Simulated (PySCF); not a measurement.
# GeH6Si (Si(GeH3)H3): the cost of one run

Programs: PySCF 2.14.0, with routines of our own; each step states its level. All values are computed. Atoms count from 0.

### Step 1. The starting structure

8 atoms, charge 0, multiplicity 1; geometry from: GFN2-xTB.

### Step 2. Magnetic properties: GIAO BP86/def2-SVP

The job: settings as JSON, then the geometry in Å.

```
{"job": {"kind": "mag", "xc": "BP86", "basis": "def2-SVP"}, "charge": 0, "multiplicity": 1}
Si    -0.003690     0.007840    -1.216370
Ge     0.002810    -0.006310     1.113860
H      0.789800     1.092840     1.766280
H      0.567890    -1.243620     1.748270
H     -1.343130     0.117350     1.766240
H      1.366670    -0.010910    -1.729100
H     -0.671400     1.209080    -1.717810
H     -0.708940    -1.166280    -1.731380
```

Level: GIAO BP86/def2-SVP magnetisability, rotational g tensor and spin-rotation constants, non-relativistic, gas phase.

The run is started by

```bash
OMP_NUM_THREADS=1 python excited_run.py task.json out
```

This one command runs all jobs of the session in turn.

Q: Estimate the wall time and peak memory of this first job on 1 thread of Intel Xeon 6975P-C, shared host.

About 5.2 s, with a peak of 0.43 GiB.
